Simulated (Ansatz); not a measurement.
**TeRu4Rh: one candidate structure**

Aim: relax TeRu4Rh from this start, MgInCu4 type (F-43m, No. 216), and see where it ends.

The COD entry's cell or inner coordinates are ideal or old and differ from later refinements, so a difference from it is no clean test against experiment.

Program: Ansatz 0.2.0. Level of theory: DFT PBE, scalar-relativistic, plane waves, PAW. These are calculated values, not measurements.

### 1 The structure to begin with

It takes space group F-43m (No. 216, cubic). The conventional cell has a = 7.171 Å, b = 7.171 Å, c = 7.171 Å, α = 90.00°, β = 90.00°, γ = 90.00°. Te (site symmetry -43m) is surrounded by 12 Ru at 2.97 Å and 4 Rh at 3.10 Å. Around Ru (site symmetry 3m) lie 6 Ru at 2.54 Å and 3 Rh at 2.97 Å and 3 Te at 2.97 Å. Around Rh (site symmetry -43m) lie 12 Ru at 2.97 Å and 4 Te at 3.10 Å.

Coordinates:

```cif
data_structure
_symmetry_space_group_name_H-M 'F-43m'
_symmetry_Int_Tables_number 216
_cell_length_a 7.1705
_cell_length_b 7.1705
_cell_length_c 7.1705
_cell_angle_alpha 90.000
_cell_angle_beta 90.000
_cell_angle_gamma 90.000
_cell_volume 368.68
loop_
_atom_site_label
_atom_site_type_symbol
_atom_site_symmetry_multiplicity
_atom_site_Wyckoff_symbol
_atom_site_fract_x
_atom_site_fract_y
_atom_site_fract_z
_atom_site_occupancy
Te1 Te 4 c 0.25000 0.25000 0.25000 1
Ru1 Ru 16 e 0.12500 0.37500 0.87500 1
Rh1 Rh 4 a 0.00000 0.00000 0.00000 1
```

(A quick probe on a coarse mesh, which set the mesh and smearing, is not shown.)

### 3 A loose first relaxation

Input file input.yaml:

```yaml
crystal:
  lattice:
    - [0.0, 3.5852616947, 3.5852616947]
    - [3.5852616947, 0.0, 3.5852616947]
    - [3.5852616947, 3.5852616947, 0.0]
  atoms:
    - { symbol: Te, position: [0.75, 0.75, 0.75] }
    - { symbol: Ru, position: [0.375, 0.875, 0.375] }
    - { symbol: Ru, position: [0.375, 0.375, 0.875] }
    - { symbol: Ru, position: [0.375, 0.375, 0.375] }
    - { symbol: Ru, position: [0.875, 0.375, 0.375] }
    - { symbol: Rh, position: [0.0, 0.0, 0.0] }
basis:
  ecutwfc: 420
kpoints:
  mp_grid: { grid: [4, 4, 4] }
hamiltonian:
  xc: pbe
scf:
  occupations: { method: gaussian, width: 0.1 }
  lower_state_search: "off"
output:
  forces: true
  stress: true
  eigenvalues: true
relax:
  adjacent_minimum: "off"
  f_tol: 0.04
  max_steps: 70
  cell: { stress_tol: 0.4 }
```

Launch:

```
> ansatz run input.yaml --threads 1 --pin off --max-ram 2560MiB --backend cpu --events-out ev --progress --plain --runs-dir out
```

Further runs follow: relaxing cell and atoms.

**Question.** What will these runs give?

**Answer**, as computed:

Formation energies count from the elements, computed with the same settings in runs not shown here.

| quantity | value |
| --- | --- |
| cell (conventional) | a = 7.286 Å, b = 7.286 Å, c = 7.286 Å, α = 90.00°, β = 90.00°, γ = 90.00° |
| space group | F-43m (No. 216) |
| volume | 16.12 Å³/atom |
| gap on the mesh | none (metal) |
| formation energy from the elements | +0.731 eV/atom |

What this shows: The space group stayed F-43m, and from the first guess the volume went from 15.36 to 16.12 Å³/atom. The formation energy of +0.73 eV/atom is positive, so the elements lie lower than this structure; another structure of the compound can lie lower. The runs treat Te without spin-orbit coupling.
